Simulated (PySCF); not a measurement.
# C2H5BNS−: magnetic properties, part 2 of 2

PySCF 2.14.0. Atoms count from 0. Earlier steps stand in the parts before.

## Step 6: Magnetic properties: GIAO B3LYP/pcSseg-1

What the job is given:

```
{"job": {"kind": "mag", "xc": "B3LYP", "basis": "pcSseg-1"}, "charge": -1, "multiplicity": 1}
S      2.474888     0.043766     0.034775
C      0.799229    -0.028856     0.031876
C     -0.197323    -1.102784    -0.368806
B     -1.362275     0.001919     0.074975
N     -0.088743     0.882861     0.398106
H     -0.095457    -1.377252    -1.432268
H     -0.071741    -2.019134     0.232312
H     -2.069768     0.463863    -0.835301
H     -2.043488    -0.275083     1.075845
H      0.186854     1.795836     0.747276
```

Level: GIAO B3LYP/pcSseg-1 magnetisability, rotational g tensor and spin-rotation constants, non-relativistic, gas phase.

The program printed:

```text
coarse grid: 9048 points
cycle   1  E = -556.9495007578  dE =  4.972e-01  |g| = 5.144e-01  |ddm| = 2.873e+00
cycle   2  E = -556.9353414339  dE =  1.416e-02  |g| = 6.193e-01  |ddm| = 1.377e+00
cycle   3  E = -557.0313748822  dE = -9.603e-02  |g| = 8.597e-02  |ddm| = 6.493e-01
cycle   4  E = -557.0328373776  dE = -1.462e-03  |g| = 4.545e-02  |ddm| = 1.129e-01
cycle   5  E = -557.0332418426  dE = -4.045e-04  |g| = 1.326e-02  |ddm| = 4.135e-02
cycle   6  E = -557.0332804147  dE = -3.857e-05  |g| = 4.032e-03  |ddm| = 1.678e-02
cycle   7  E = -557.0332835882  dE = -3.173e-06  |g| = 2.089e-03  |ddm| = 6.111e-03
final grid: 83224 points
cycle   8  E = -557.0672613519  dE = -1.349e-05  |g| = 8.335e-03  |ddm| = 1.901e-02
cycle   9  E = -557.0672142190  dE =  4.713e-05  |g| = 1.573e-02  |ddm| = 2.357e-02
cycle  10  E = -557.0672782331  dE = -6.401e-05  |g| = 1.538e-03  |ddm| = 1.758e-02
cycle  11  E = -557.0672788910  dE = -6.579e-07  |g| = 2.497e-04  |ddm| = 1.838e-03
cycle  12  E = -557.0672789017  dE = -1.069e-08  |g| = 1.272e-04  |ddm| = 3.557e-04
cycle  13  E = -557.0672789052  dE = -3.485e-09  |g| = 3.742e-05  |ddm| = 1.155e-04
cycle  14  E = -557.0672789055  dE = -3.613e-10  |g| = 7.409e-06  |ddm| = 4.471e-05
converged SCF energy = -557.0672789055

Magnetisability tensor (1e-30 J/T^2)
     -957.33      -53.94      -20.52
      -53.94     -850.40       33.94
      -20.52       33.94     -922.69
isotropic -910.14   principal values    -980.54   -936.12   -813.77
isotropic susceptibility -54.810 1e-6 cm^3/mol

Inertial axes            a          b          c
rot. const./GHz     11.6738     2.7110     2.2737
chi total           -57.899    -50.157    -56.374
chi diamagnetic    -197.795   -531.465   -618.455
chi paramagnetic    139.896    481.309    562.081
quadrupole/D A      -25.121     14.913     10.208
g nuclear            0.6641     0.5492     0.5565
g electronic        -0.7672    -0.6130    -0.6004
g total             -0.1032    -0.0639    -0.0440

Spin-rotation constants (kHz, H = +C I.J)
atom  isotope        aa         bb         cc
  3    11B        2.323      0.451      0.385
  4    14N        1.721      0.431      0.176
  5     1H       -1.220     -0.079     -0.011
  6     1H       -1.220     -0.079     -0.011
  7     1H       -0.283     -0.189      0.025
  8     1H       -0.280     -0.189      0.025
  9     1H       -0.808      0.296     -0.265
  0    33S*       3.330      1.154      0.614
  1    13C*       5.775      1.859      0.514
  2    13C*       1.783      0.579      0.414
* in the singly substituted isotopologue
```

Run time: 5.2 s. Hardware: 1 thread of AMD EPYC 9R45, shared host; peak memory 0.56 GiB.

In short:

```csv
quantity,value
magnetisability,-910·10⁻³⁰ J/T²
molar susceptibility,-54.8·10⁻⁶ cm³/mol
"rotational g (a, b, c)","-0.1032, -0.0639, -0.0440"
```

## Step 7: Magnetic properties: GIAO B3LYP/6-311+G(2d,p)

Settings changed since step 6:

```diff
@@ -1,2 +1,2 @@
-{"job": {"kind": "mag", "xc": "B3LYP", "basis": "pcSseg-1"}, "charge": -1, "multiplicity": 1}
+{"job": {"kind": "mag", "xc": "B3LYP", "basis": "6-311+G(2d,p)"}, "charge": -1, "multiplicity": 1}
 S      2.474888     0.043766     0.034775
```

Method: GIAO B3LYP/6-311+G(2d,p) magnetisability, rotational g tensor and spin-rotation constants, non-relativistic, gas phase.

The program printed:

```text
coarse grid: 9048 points
cycle   1  E = -557.0759393809  dE =  4.832e-01  |g| = 5.295e-01  |ddm| = 2.809e+00
cycle   2  E = -557.0428882432  dE =  3.305e-02  |g| = 6.782e-01  |ddm| = 2.176e+00
cycle   3  E = -557.1651566059  dE = -1.223e-01  |g| = 7.498e-02  |ddm| = 1.327e+00
cycle   4  E = -557.1652730824  dE = -1.165e-04  |g| = 7.483e-02  |ddm| = 1.453e-01
cycle   5  E = -557.1665535181  dE = -1.280e-03  |g| = 9.463e-03  |ddm| = 9.004e-02
cycle   6  E = -557.1665714808  dE = -1.796e-05  |g| = 4.933e-03  |ddm| = 2.555e-02
cycle   7  E = -557.1665773881  dE = -5.907e-06  |g| = 1.224e-03  |ddm| = 9.697e-03
final grid: 83224 points
cycle   8  E = -557.1605798635  dE = -2.653e-05  |g| = 6.792e-03  |ddm| = 6.562e-02
cycle   9  E = -557.1605530076  dE =  2.686e-05  |g| = 1.215e-02  |ddm| = 1.823e-02
cycle  10  E = -557.1605899979  dE = -3.699e-05  |g| = 1.435e-03  |ddm| = 1.613e-02
cycle  11  E = -557.1605906151  dE = -6.172e-07  |g| = 3.416e-04  |ddm| = 3.077e-03
cycle  12  E = -557.1605906342  dE = -1.906e-08  |g| = 1.724e-04  |ddm| = 5.485e-04
cycle  13  E = -557.1605906407  dE = -6.517e-09  |g| = 4.623e-05  |ddm| = 1.904e-04
cycle  14  E = -557.1605906412  dE = -4.497e-10  |g| = 1.074e-05  |ddm| = 9.900e-05
converged SCF energy = -557.1605906412

Magnetisability tensor (1e-30 J/T^2)
     -991.82      -52.23      -19.26
      -52.23     -847.83       33.10
      -19.26       33.10     -918.35
isotropic -919.33   principal values   -1009.56   -931.44   -817.01
isotropic susceptibility -55.364 1e-6 cm^3/mol

Inertial axes            a          b          c
rot. const./GHz     11.6738     2.7110     2.2737
chi total           -59.964    -50.034    -56.092
chi diamagnetic    -199.998   -533.979   -620.993
chi paramagnetic    140.034    483.944    564.901
quadrupole/D A      -25.487     15.075     10.412
g nuclear            0.6641     0.5492     0.5565
g electronic        -0.7680    -0.6164    -0.6034
g total             -0.1039    -0.0672    -0.0470

Spin-rotation constants (kHz, H = +C I.J)
atom  isotope        aa         bb         cc
  3    11B        2.267      0.439      0.369
  4    14N        1.712      0.428      0.173
  5     1H       -1.237     -0.072     -0.010
  6     1H       -1.236     -0.073     -0.009
  7     1H       -0.286     -0.188      0.023
  8     1H       -0.283     -0.188      0.022
  9     1H       -0.859      0.318     -0.268
  0    33S*       2.886      1.138      0.654
  1    13C*       5.740      1.819      0.516
  2    13C*       1.735      0.569      0.414
* in the singly substituted isotopologue
```

It took 9.2 s on 1 thread of AMD EPYC 9R45, shared host; peak memory 0.79 GiB.

In short:

```
              quantity                      value
       magnetisability            -919·10⁻³⁰ J/T²
  molar susceptibility         -55.4·10⁻⁶ cm³/mol
rotational g (a, b, c)  -0.1039, -0.0672, -0.0470
```

## Step 8: Magnetic properties: GIAO B3LYP/aug-cc-pVDZ

Settings changed since step 7:

```diff
@@ -1,2 +1,2 @@
-{"job": {"kind": "mag", "xc": "B3LYP", "basis": "6-311+G(2d,p)"}, "charge": -1, "multiplicity": 1}
+{"job": {"kind": "mag", "xc": "B3LYP", "basis": "aug-cc-pVDZ"}, "charge": -1, "multiplicity": 1}
 S      2.474888     0.043766     0.034775
```

Method: GIAO B3LYP/aug-cc-pVDZ magnetisability, rotational g tensor and spin-rotation constants, non-relativistic, gas phase.

The program printed:

```text
coarse grid: 9048 points
cycle   1  E = -557.0192824200  dE =  5.226e-01  |g| = 5.111e-01  |ddm| = 9.148e+00
cycle   2  E = -556.9878225951  dE =  3.146e-02  |g| = 6.458e-01  |ddm| = 3.528e+00
cycle   3  E = -557.1068939118  dE = -1.191e-01  |g| = 6.628e-02  |ddm| = 1.653e+00
cycle   4  E = -557.1075044864  dE = -6.106e-04  |g| = 4.583e-02  |ddm| = 1.986e-01
cycle   5  E = -557.1080065235  dE = -5.020e-04  |g| = 1.063e-02  |ddm| = 9.010e-02
cycle   6  E = -557.1080364712  dE = -2.995e-05  |g| = 3.089e-03  |ddm| = 3.330e-02
cycle   7  E = -557.1080388489  dE = -2.378e-06  |g| = 1.114e-03  |ddm| = 7.819e-03
final grid: 83224 points
cycle   8  E = -557.1236370575  dE = -1.505e-05  |g| = 6.481e-03  |ddm| = 1.591e-01
cycle   9  E = -557.1236122991  dE =  2.476e-05  |g| = 1.154e-02  |ddm| = 3.229e-02
cycle  10  E = -557.1236473224  dE = -3.502e-05  |g| = 1.371e-03  |ddm| = 2.013e-02
cycle  11  E = -557.1236479369  dE = -6.145e-07  |g| = 2.155e-04  |ddm| = 3.420e-03
cycle  12  E = -557.1236479447  dE = -7.798e-09  |g| = 1.256e-04  |ddm| = 5.815e-04
cycle  13  E = -557.1236479483  dE = -3.609e-09  |g| = 3.329e-05  |ddm| = 2.559e-04
cycle  14  E = -557.1236479486  dE = -2.894e-10  |g| = 7.143e-06  |ddm| = 8.207e-05
converged SCF energy = -557.1236479486

Magnetisability tensor (1e-30 J/T^2)
     -996.67      -50.66      -18.73
      -50.66     -851.82       35.24
      -18.73       35.24     -927.12
isotropic -925.21   principal values   -1013.32   -941.03   -821.27
isotropic susceptibility -55.717 1e-6 cm^3/mol

Inertial axes            a          b          c
rot. const./GHz     11.6738     2.7110     2.2737
chi total           -60.249    -50.233    -56.670
chi diamagnetic    -200.352   -534.434   -621.577
chi paramagnetic    140.103    484.202    564.907
quadrupole/D A      -25.674     15.060     10.614
g nuclear            0.6641     0.5492     0.5565
g electronic        -0.7684    -0.6167    -0.6034
g total             -0.1043    -0.0675    -0.0470

Spin-rotation constants (kHz, H = +C I.J)
atom  isotope        aa         bb         cc
  3    11B        2.106      0.410      0.347
  4    14N        1.584      0.400      0.157
  5     1H       -1.239     -0.070     -0.009
  6     1H       -1.239     -0.071     -0.008
  7     1H       -0.289     -0.189      0.024
  8     1H       -0.286     -0.189      0.023
  9     1H       -0.816      0.320     -0.268
  0    33S*       2.585      1.006      0.567
  1    13C*       5.428      1.724      0.482
  2    13C*       1.512      0.524      0.384
* in the singly substituted isotopologue
```

Wall time 8.7 s (1 thread of AMD EPYC 9R45, shared host); peak memory 0.71 GiB.

In short:

```
              quantity                      value
       magnetisability            -925·10⁻³⁰ J/T²
  molar susceptibility         -55.7·10⁻⁶ cm³/mol
rotational g (a, b, c)  -0.1043, -0.0675, -0.0470
```

## Step 9: The levels compared

| level | ξ (10⁻³⁰ J/T²) | g(a) | g(b) | gap (eV) | functions | time |
| --- | --- | --- | --- | --- | --- | --- |
| GIAO PW91/aug-pcSseg-1 | -920 | -0.1081 | -0.0679 | 3.00 | 182 | 16 s |
| GIAO HF/aug-pcSseg-1 | -952 | -0.0919 | -0.0663 | 7.49 | 182 | 5.1 s |
| GIAO B3LYP/pcseg-1 | -912 | -0.1016 | -0.0649 | 5.30 | 99 | 4.1 s |
| GIAO B3LYP/pcSseg-1 | -910 | -0.1032 | -0.0639 | 5.31 | 117 | 5.2 s |
| GIAO B3LYP/6-311+G(2d,p) | -919 | -0.1039 | -0.0672 | 4.78 | 173 | 9.2 s |
| GIAO B3LYP/aug-cc-pVDZ | -925 | -0.1043 | -0.0675 | 4.17 | 164 | 8.7 s |

## Step 10: Summary of results

What follows sums up all 2 parts.

| quantity | value |
| --- | --- |
| point group | Cs |
| rotational constants (main isotopes) | 11.67, 2.71, 2.27 GHz |
| magnetisability (step 3, GIAO PW91/aug-pcSseg-1) | -920·10⁻³⁰ J/T² |
| molar susceptibility (step 3, GIAO PW91/aug-pcSseg-1) | -55.4·10⁻⁶ cm³/mol |
| rotational g (a, b, c) (step 3, GIAO PW91/aug-pcSseg-1) | -0.1081, -0.0679, -0.0473 |
| magnetisability over the levels | -952 to -910·10⁻³⁰ J/T² |

In words: The optimisation took 3 steps and gained 0.074 eV; among the close pairs (by a distance rule), B3–H7 changed most, from 1.205 to 1.242 Å. No frequency check was run at this level, so the end point may be a saddle. For an ion, the motion of the centre of mass in the field is left out. The magnetisability spreads by 4.6 % over 6 levels, from GIAO HF/aug-pcSseg-1 (5.1 s) to GIAO B3LYP/pcSseg-1 (5.2 s); the runs took 4.1 s to 16 s. Vibrational averaging and real surroundings are missing from these values.
